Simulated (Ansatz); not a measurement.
# W (hcp type): how the settings move a single-point run

How sensitive is a single-point run of W (hcp type) to its settings? A reference run comes first, then two runs with altered input.

Program: Ansatz 0.2.0. Level of theory: reference: DFT, PBEsol, PAW with Ansatz's default frozen-core files, scalar-relativistic. These are calculated values, not measurements.

2 further runs of the same task are left out: 2 that didn't finish. Runs told in other sessions of the task aren't counted.

## (1) The system as given

The structure is monoclinic, space group C2/m (No. 12). The conventional cell has a = 4.927 Å, b = 2.845 Å, c = 4.608 Å, α = 90.00°, β = 90.00°, γ = 90.00°. Around W (site symmetry m) lie 1 W at 1.81 Å.

Structure file:

```xyz
2
Lattice="2.8445 0.0000 0.0000 -1.4223 2.4634 0.0000 0.0000 0.0000 4.6081" Properties=species:S:1:pos:R:3 pbc="T T T"
W    -0.2560    1.4945    0.7373
W     1.6783    0.9689    3.8708
```

## (2) Baseline

File input.yaml:

```yaml
crystal:
  lattice:
    - [2.844510009, 0.0, 0.0]
    - [-1.4222550045, 2.4634179291, 0.0]
    - [0.0, 0.0, 4.6081062146]
  atoms:
    - { symbol: W, position: [0.2133333333, 0.6066666667, 0.16] }
    - { symbol: W, position: [0.7866666667, 0.3933333333, 0.84] }
kpoints:
  mp_grid: { grid: [12, 12, 7] }
scf:
  occupations: { method: fermi_dirac, width: 0.05 }
hamiltonian:
  xc: pbesol
  pseudopotentials: { kind: paw }
output:
  forces: true
  stress: true
  eigenvalues: true
  populations: true
```

On the command line:

```
> ansatz run input.yaml --threads 1 --pin off --max-ram 2048MiB --backend cpu --events-out ev --progress --plain --runs-dir out
```

## (3) Changing settings: eigensolver.kind davidson, basis.precision f64

Edit input.yaml of step 2 so:

```diff
@@ -12,2 +12,3 @@
   occupations: { method: fermi_dirac, width: 0.05 }
+  eigensolver: { kind: davidson }
 hamiltonian:
@@ -20 +21,3 @@
   populations: true
+basis:
+  precision: f64
```

## (4) Changed: occupations.method tetrahedron, width left out

Edit input.yaml of step 2 so:

```diff
@@ -11,3 +11,3 @@
 scf:
-  occupations: { method: fermi_dirac, width: 0.05 }
+  occupations: { method: tetrahedron }
 hamiltonian:
```

**Question.** What will these runs give? Wanted: for each run, ending; energy change; pressure; gap; force.

The runs gave:

```
                                              run     ending        energy change  pressure (GPa)  gap (eV)  force (eV/Å)  cycles   time
                                        reference  converged                    0           126.9      0.00         32.22       7  9.7 s
1: eigensolver.kind davidson, basis.precision f64  converged         0.0 meV/atom           126.9      0.00         32.22       7   11 s
2: occupations.method tetrahedron, width left out  converged  +0.9 meV/atom (σ→0)           127.3      0.00         32.30       7  7.7 s
```

Residual by cycle in the longest SCF loop of each run; runs are numbered as in the table. The quantity is the density residual dr2, in eV.

```
cycle  reference   run 1   run 2
    1      0.975   0.993   0.976
    2      0.417   0.417   0.337
    3     0.0145  0.0139  0.0118
    4     2.8e-4  3.0e-4  4.1e-4
    5     8.1e-6  1.1e-5  8.5e-6
    6     1.8e-7  2.5e-7  8.0e-7
    7     3.2e-9  2.0e-8  6.6e-9
```

**Reading.** The pressure spans 126.9 to 127.3 GPa over the reference and the converged variants. The structure is not at rest: the sound run finds 127 GPa, so these are no properties of the relaxed crystal. 
